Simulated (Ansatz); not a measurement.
ScRu3:

```xyz
4
Lattice="-1.9493 1.9493 4.0223 1.9493 -1.9493 4.0223 1.9493 1.9493 -4.0223" Properties=species:S:1:pos:R:3 pbc="T T T"
Ru    0.0000    0.0000    4.0223
Ru    1.9493    0.0000    2.0111
Ru    0.0000    1.9493    2.0111
Sc    0.0000    0.0000    0.0000
```

The cell comes from a database or a generator and needn't be the stable form of this composition.

| Item | Value |
| --- | --- |
| Program | Ansatz 0.2.0 |
| Task | relaxation of cell and atoms |
| Functional | PBEsol |
| Potentials or basis | Ansatz PAW |
| Cutoff | 420 eV (not typed: the program's choice for these potentials) |
| k mesh | 7 × 7 × 7 |
| Occupations | fermi-dirac, width 0.05 eV |
| Spin | no spin polarisation |

At the start: volume 15.28 Å³/atom.

Q: Where does the relaxation end?

A: It ends after 4 steps and the volume is 14.59 Å³/atom (-4.5 %); space group I4/mmm (No. 139, to 0.05 Å).

The path:
```tsv
step	energy change (eV)	largest force (eV/Å)	volume (Å³)
1	0.0000	0.0000	61.13
2	-0.0859	0.0000	58.65
3	-0.0870	0.0000	58.36
4	-0.0864	0.0000	58.36
```

Final structure:
```cif
data_structure
_symmetry_space_group_name_H-M 'P 1'
_symmetry_Int_Tables_number 1
_cell_length_a 4.8042
_cell_length_b 4.8042
_cell_length_c 4.8042
_cell_angle_alpha 132.934
_cell_angle_beta 132.934
_cell_angle_gamma 68.758
_cell_volume 58.36
loop_
_atom_site_label
_atom_site_type_symbol
_atom_site_fract_x
_atom_site_fract_y
_atom_site_fract_z
_atom_site_occupancy
Ru1 Ru 0.50000 0.50000 0.00000 1
Ru2 Ru 0.25000 0.75000 0.50000 1
Ru3 Ru 0.75000 0.25000 0.50000 1
Sc1 Sc 0.00000 0.00000 0.00000 1
```

Caveat: the plane-wave basis is chosen anew once the cell has moved, so the energies of steps on either side of that aren't comparable; the PAW data sets come from PBE, with cores solved anew for the run's functional, which leaves a small shift of forces and pressure.
